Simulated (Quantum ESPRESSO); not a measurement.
# MoS2 in Quantum ESPRESSO: relaxation of the atoms with LDA

Aim: the relaxation of the atoms of MoS2 with LDA.

All numbers are computed with Quantum ESPRESSO 7.5; they aren't measurements. Logs are shortened: lines on timing, memory, paths and dates and some standing lists are left out, and cuts for length are marked.

### Step 1. The sheet as given

The cell holds a sheet with vacuum, 3 atoms: a = 3.224 Å, b = 3.177 Å, c = 21.130 Å, α = 90.00°, β = 90.00°, γ = 120.49°.

The cell was built by a generator and needn't be a form met in nature.

### Step 2. Relaxation of the atoms, LDA

pw.in

```
&CONTROL
  calculation = 'relax'
  prefix = 'pwscf'
  outdir = './tmp'
  pseudo_dir = './pseudo'
  tprnfor = .true.
  disk_io = 'low'
  nstep = 40
  forc_conv_thr = 0.0004
  etot_conv_thr = 1d-05
/
&SYSTEM
  ibrav = 0
  nat = 3
  ntyp = 2
  ecutwfc = 80
  nbnd = 20
  occupations = 'smearing'
  smearing = 'gaussian'
  degauss = 0.00146997
/
&ELECTRONS
  conv_thr = 6d-10
  electron_maxstep = 120
  mixing_beta = 0.5
/
&IONS
  ion_dynamics = 'bfgs'
/
ATOMIC_SPECIES
S     32.0600 S.upf
Mo    95.9500 Mo.upf
CELL_PARAMETERS angstrom
   3.2242200000    0.0000000000    0.0000000000
  -1.6121100000    2.7375063014    0.0000000000
   0.0000000000    0.0000000000   21.1300000000
ATOMIC_POSITIONS crystal
S      0.6666666667    0.3333333333    0.4259346900
Mo     0.3333333333    0.6666666667    0.5000000000
S      0.6666666667    0.3333333333    0.5740653100
K_POINTS automatic
10 10 1 0 0 0
```

Potentials or basis: PseudoDojo 0.4.1 SR LDA standard.

Started as:

```
OMP_NUM_THREADS=1 pw.x -in pw.in > pw.out
```

pw.out:

```text
This program is part of the open-source Quantum ESPRESSO suite
     for quantum simulation of materials; please cite
[... 9 lines left out ...]
     --------------------
     sticks:   dense  smooth     PW     G-vecs:    dense   smooth      PW
     Sum         805     805    239               121563   121563   19333

     Using Slab Decomposition

     bravais-lattice index     =            0
     lattice parameter (alat)  =       6.0929  a.u.
     unit-cell volume          =    1258.5657 (a.u.)^3
     number of atoms/cell      =            3
     number of atomic types    =            2
     number of electrons       =        26.00
     number of Kohn-Sham states=           20
     kinetic-energy cutoff     =      80.0000  Ry
     charge density cutoff     =     320.0000  Ry
     scf convergence threshold =      6.0E-10
     mixing beta               =       0.5000
     number of iterations used =            8  plain     mixing
     energy convergence thresh.=      1.0E-05
     force convergence thresh. =      4.0E-04
     Exchange-correlation= SLA  PW   NOGX NOGC
                           (   1   4   0   0   0   0   0)
     nstep                     =           40

     celldm(1)=   6.092893  celldm(2)=   0.000000  celldm(3)=   0.000000
     celldm(4)=   0.000000  celldm(5)=   0.000000  celldm(6)=   0.000000

     crystal axes: (cart. coord. in units of alat)
               a(1) = (   1.000000   0.000000   0.000000 )
               a(2) = (  -0.500000   0.849045   0.000000 )
               a(3) = (   0.000000   0.000000   6.553523 )

     reciprocal axes: (cart. coord. in units 2 pi/alat)
               b(1) = (  1.000000  0.588897 -0.000000 )
               b(2) = (  0.000000  1.177795  0.000000 )
               b(3) = (  0.000000 -0.000000  0.152590 )

     PseudoPot. # 1 for S  read from file:
     S.upf
     Pseudo is Norm-conserving + core correction, Zval =  6.0
     Generated using ONCVPSP code by D. R. Hamann
     Using radial grid of 1132 points,  6 beta functions with:
                l(1) =   0
                l(2) =   0
                l(3) =   1
                l(4) =   1
                l(5) =   2
                l(6) =   2

     PseudoPot. # 2 for Mo read from file:
     Mo.upf
     Pseudo is Norm-conserving + core correction, Zval = 14.0
     Generated using ONCVPSP code by D. R. Hamann
     Using radial grid of 1602 points,  6 beta functions with:
                l(1) =   0
                l(2) =   0
                l(3) =   1
                l(4) =   1
                l(5) =   2
                l(6) =   2

     atomic species   valence    mass     pseudopotential
     S                 6.00    32.06000     S ( 1.00)
     Mo               14.00    95.95000     Mo( 1.00)

      4 Sym. Ops. (no inversion) found

   Cartesian axes

     site n.     atom                  positions (alat units)
         1        S      tau(   1) = (   0.5000000   0.2830148   2.7913728  )
         2        Mo     tau(   2) = (  -0.0000000   0.5660297   3.2767615  )
         3        S      tau(   3) = (   0.5000000   0.2830148   3.7621502  )

     number of k points=    31  Gaussian smearing, width (Ry)=  0.0015
                       cart. coord. in units 2pi/alat
        k(    1) = (   0.0000000   0.0000000   0.0000000), wk =   0.0200000
        k(    2) = (   0.0000000   0.1177795   0.0000000), wk =   0.0400000
        k(    3) = (   0.0000000   0.2355589   0.0000000), wk =   0.0400000
        k(    4) = (   0.0000000   0.3533384   0.0000000), wk =   0.0400000
        k(    5) = (   0.0000000   0.4711178   0.0000000), wk =   0.0400000
        k(    6) = (   0.0000000  -0.5888973   0.0000000), wk =   0.0200000
[... 23 lines left out ...]
        k(   30) = (  -0.5000000  -0.1766692   0.0000000), wk =   0.0800000
        k(   31) = (  -0.5000000  -0.0588897   0.0000000), wk =   0.0800000

     Dense  grid:   121563 G-vectors     FFT dimensions: (  36,  36, 240)

     Initial potential from superposition of free atoms

     starting charge      25.9988, renormalised to      26.0000

     negative rho (up, down):  3.332E-05 0.000E+00
     Starting wfcs are   18 randomized atomic wfcs +    2 random wfcs

     Self-consistent Calculation

     iteration #  1     ecut=    80.00 Ry     beta= 0.50
     Davidson diagonalization with overlap
     ethr =  1.00E-02,  avg # of iterations =  5.8

     negative rho (up, down):  1.137E-05 0.000E+00

     total energy              =    -184.99389455 Ry
     estimated scf accuracy    <       0.43838749 Ry

     iteration #  2     ecut=    80.00 Ry     beta= 0.50
     Davidson diagonalization with overlap
     ethr =  1.69E-03,  avg # of iterations =  2.1

     negative rho (up, down):  9.146E-06 0.000E+00

     total energy              =    -184.92494559 Ry
     estimated scf accuracy    <       1.66273603 Ry

     iteration #  3     ecut=    80.00 Ry     beta= 0.50
     Davidson diagonalization with overlap
     ethr =  1.69E-03,  avg # of iterations =  2.4

     negative rho (up, down):  3.386E-06 0.000E+00

     total energy              =    -185.17363363 Ry
     estimated scf accuracy    <       0.04281373 Ry

     iteration #  4     ecut=    80.00 Ry     beta= 0.50
     Davidson diagonalization with overlap
     ethr =  1.65E-04,  avg # of iterations =  5.5
[... 244 lines left out ...]
!    total energy              =    -185.17760408 Ry
     estimated scf accuracy    <          2.8E-10 Ry
     smearing contrib. (-TS)   =      -0.00000000 Ry
     internal energy E=F+TS    =    -185.17760408 Ry

     The total energy is F=E-TS. E is the sum of the following terms:
     one-electron contribution =   -1202.80141957 Ry
     hartree contribution      =     601.27135438 Ry
     xc contribution           =     -33.16681102 Ry
     ewald contribution        =     449.51927214 Ry

     convergence has been achieved in  11 iterations

     Forces acting on atoms (cartesian axes, Ry/au):

     atom    1 type  1   force =     0.00000000    0.00206724    0.02662658
     atom    2 type  2   force =     0.00000000   -0.00413447    0.00000000
     atom    3 type  1   force =     0.00000000    0.00206724   -0.02662658

     Total force =     0.037995     Total SCF correction =     0.000036

     BFGS Geometry Optimization
     Energy error            =      1.4E-03 Ry
     Gradient error          =      2.7E-02 Ry/Bohr

     number of scf cycles    =   1
     number of bfgs steps    =   0

     energy             new  =    -185.1776040794 Ry

     new trust radius        =       0.0267067067 bohr
     new conv_thr            =       0.0000000006 Ry

ATOMIC_POSITIONS (crystal)
S                0.6668664715        0.3337329429        0.4266015229
Mo               0.3329337237        0.6658674475        0.5000000000
S                0.6668664715        0.3337329429        0.5733984771

     NEW-OLD atomic charge density approx. for the potential

     negative rho (up, down):  3.675E-06 0.000E+00

     Self-consistent Calculation

     iteration #  1     ecut=    80.00 Ry     beta= 0.50
     Davidson diagonalization with overlap
     ethr =  1.00E-06,  avg # of iterations =  6.7

     negative rho (up, down):  1.682E-06 0.000E+00

     total energy              =    -185.17874806 Ry
     estimated scf accuracy    <       0.00008019 Ry
[... 554 lines left out ...]
     CASE: energy            _new < energy            _old

     new trust radius        =       0.0136937258 bohr
     new conv_thr            =            8.0E-11 Ry

ATOMIC_POSITIONS (crystal)
S                0.6670847749        0.3341695496        0.4276786319
Mo               0.3324971170        0.6649942340        0.5000000000
S                0.6670847749        0.3341695496        0.5723213681

     NEW-OLD atomic charge density approx. for the potential

     negative rho (up, down):  1.678E-06 0.000E+00

     Self-consistent Calculation

     iteration #  1     ecut=    80.00 Ry     beta= 0.50
     Davidson diagonalization with overlap
     ethr =  1.00E-06,  avg # of iterations =  5.2

     Threshold (ethr) on eigenvalues was too large:
     Diagonalizing with lowered threshold

     Davidson diagonalization with overlap
     ethr =  7.76E-08,  avg # of iterations =  2.1

     negative rho (up, down):  7.603E-07 0.000E+00

     total energy              =    -185.17949822 Ry
     estimated scf accuracy    <       0.00001993 Ry

     iteration #  2     ecut=    80.00 Ry     beta= 0.50
     Davidson diagonalization with overlap
     ethr =  7.67E-08,  avg # of iterations =  2.0

     negative rho (up, down):  6.084E-07 0.000E+00

     total energy              =    -185.17949685 Ry
     estimated scf accuracy    <       0.00005822 Ry

     iteration #  3     ecut=    80.00 Ry     beta= 0.50
     Davidson diagonalization with overlap
     ethr =  7.67E-08,  avg # of iterations =  2.0

     negative rho (up, down):  1.732E-07 0.000E+00

     total energy              =    -185.17950530 Ry
     estimated scf accuracy    <       0.00000124 Ry

     iteration #  4     ecut=    80.00 Ry     beta= 0.50
     Davidson diagonalization with overlap
     ethr =  4.75E-09,  avg # of iterations =  2.0
[... 243 lines left out ...]
     CASE: energy            _new < energy            _old

     new trust radius        =       0.0004019848 bohr
     new conv_thr            =            6.0E-12 Ry

ATOMIC_POSITIONS (crystal)
S                0.6670701245        0.3341402490        0.4276693078
Mo               0.3325264176        0.6650528353        0.5000000000
S                0.6670701245        0.3341402490        0.5723306922

     NEW-OLD atomic charge density approx. for the potential

     negative rho (up, down):  4.218E-08 0.000E+00

     Self-consistent Calculation

     iteration #  1     ecut=    80.00 Ry     beta= 0.50
     Davidson diagonalization with overlap
     ethr =  1.00E-06,  avg # of iterations =  1.0

     Threshold (ethr) on eigenvalues was too large:
     Diagonalizing with lowered threshold

     Davidson diagonalization with overlap
     ethr =  5.15E-10,  avg # of iterations =  4.9

     negative rho (up, down):  1.696E-08 0.000E+00

     total energy              =    -185.17950558 Ry
     estimated scf accuracy    <       0.00000002 Ry

     iteration #  2     ecut=    80.00 Ry     beta= 0.50
     Davidson diagonalization with overlap
     ethr =  7.88E-11,  avg # of iterations =  2.1

     negative rho (up, down):  1.247E-08 0.000E+00

     total energy              =    -185.17950558 Ry
     estimated scf accuracy    <       0.00000004 Ry

     iteration #  3     ecut=    80.00 Ry     beta= 0.50
     Davidson diagonalization with overlap
     ethr =  7.88E-11,  avg # of iterations =  2.0

     total energy              =    -185.17950558 Ry
     estimated scf accuracy    <          3.3E-09 Ry

     iteration #  4     ecut=    80.00 Ry     beta= 0.50
     Davidson diagonalization with overlap
     ethr =  1.27E-11,  avg # of iterations =  1.0

     total energy              =    -185.17950558 Ry
     estimated scf accuracy    <          1.1E-10 Ry
[... 202 lines left out ...]
!    total energy              =    -185.17950558 Ry
     estimated scf accuracy    <          5.9E-13 Ry
     smearing contrib. (-TS)   =      -0.00000000 Ry
     internal energy E=F+TS    =    -185.17950558 Ry

     The total energy is F=E-TS. E is the sum of the following terms:
     one-electron contribution =   -1212.64115981 Ry
     hartree contribution      =     606.15921622 Ry
     xc contribution           =     -33.22600187 Ry
     ewald contribution        =     454.52843987 Ry

     convergence has been achieved in   6 iterations

     Forces acting on atoms (cartesian axes, Ry/au):

     atom    1 type  1   force =     0.00000000   -0.00004919    0.00000638
     atom    2 type  2   force =     0.00000000    0.00009838    0.00000000
     atom    3 type  1   force =     0.00000000   -0.00004919   -0.00000638

     Total force =     0.000121     Total SCF correction =     0.000002
     Energy error            =      1.4E-07 Ry
     Gradient error          =      9.8E-05 Ry/Bohr

     bfgs converged in   5 scf cycles and   4 bfgs steps
     (criteria: energy <  1.0E-05 Ry, force <  4.0E-04 Ry/Bohr)

     End of BFGS Geometry Optimization

     Final energy             =    -185.1795055829 Ry

Begin final coordinates

ATOMIC_POSITIONS (crystal)
S                0.6670701245        0.3341402490        0.4276693078
Mo               0.3325264176        0.6650528353        0.5000000000
S                0.6670701245        0.3341402490        0.5723306922
End final coordinates

=------------------------------------------------------------------------------=
   JOB DONE.
=------------------------------------------------------------------------------=
```

It took 7.7 min on 1 thread of Arm Neoverse V2, shared host; peak memory 0.28 GiB.

Results:

| Quantity | Value |
| --- | --- |
| Free energy | -2519.4955 eV |
| Energy gained by relaxing | 8.6 meV/atom |
| Ionic steps | 5 |
| Band gap on the k mesh | 1.51 eV, indirect (least direct gap 1.81 eV) |

Forces on the atoms (eV/Å):
```
S    0.000 -0.001  0.000
Mo   0.000  0.003  0.000
S    0.000 -0.001  0.000
```

The path:
| step | energy change (eV) | largest force (eV/Å) |
| --- | --- | --- |
| 1 | 0.0000 | 0.6867 |
| 2 | -0.0160 | 0.4306 |
| 3 | -0.0249 | 0.1373 |
| 4 | -0.0259 | 0.0074 |
| 5 | -0.0259 | 0.0025 |

Final structure:
```
CELL_PARAMETERS angstrom
3.22422 0.00000 0.00000
-1.61211 2.73751 0.00000
0.00000 0.00000 21.13000
ATOMIC_POSITIONS crystal
S 0.66707 0.33414 0.42767
Mo 0.33253 0.66505 0.50000
S 0.66707 0.33414 0.57233
```

Levels at points of the mesh, in eV from the valence-band top:
```tsv
k point	band 11	band 12	band 13	band 14	band 15	band 16
(0.00, 0.00, 0.00)	-1.80	-1.70	0.00	2.57	2.67	2.88
(0.00, -0.50, 0.00)	-1.81	-1.32	-0.69	2.05	2.61	3.72
(-0.50, 0.00, 0.00)	-1.88	-1.14	-0.78	2.02	2.58	3.78
```

A hybrid or GW would open this gap; LDA tends to underestimate it.
